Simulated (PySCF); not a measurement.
Molecule: F3CCl, in a box.

```
CELL_PARAMETERS angstrom
12.00000 0.00000 0.00000
0.00000 12.00000 0.00000
0.00000 0.00000 12.00000
ATOMIC_POSITIONS crystal
F 0.53714 0.48400 0.58967
C 0.51915 0.47553 0.48134
F 0.41520 0.44285 0.46524
F 0.58697 0.39915 0.44012
Cl 0.54235 0.60435 0.41600
```

Base run:

| Property | Result |
| --- | --- |
| Program | PySCF 2.14.0 |
| Functional | rSCAN |
| Dispersion | D3(BJ) |
| Potentials or basis | def2-svp (all-electron) |
| k mesh | 1 × 1 × 1 |
| Occupations | fixed |
| Spin | no spin polarisation |

Its results: gap between the frontier levels 8.56 eV.

Task: The run is repeated on the same cell with these changes: functional from rSCAN to TPSS. What comes out?

Result: Gap between the frontier levels 8.25 eV.

Caveats: this is a molecule in a periodic box at the Γ point, so its band gap is the HOMO-LUMO gap; the basis of atomic orbitals isn't converged, which shifts pressures, moduli and gaps; these D3(BJ) parameters were fitted with the three-body term, which the run leaves out (some runs).

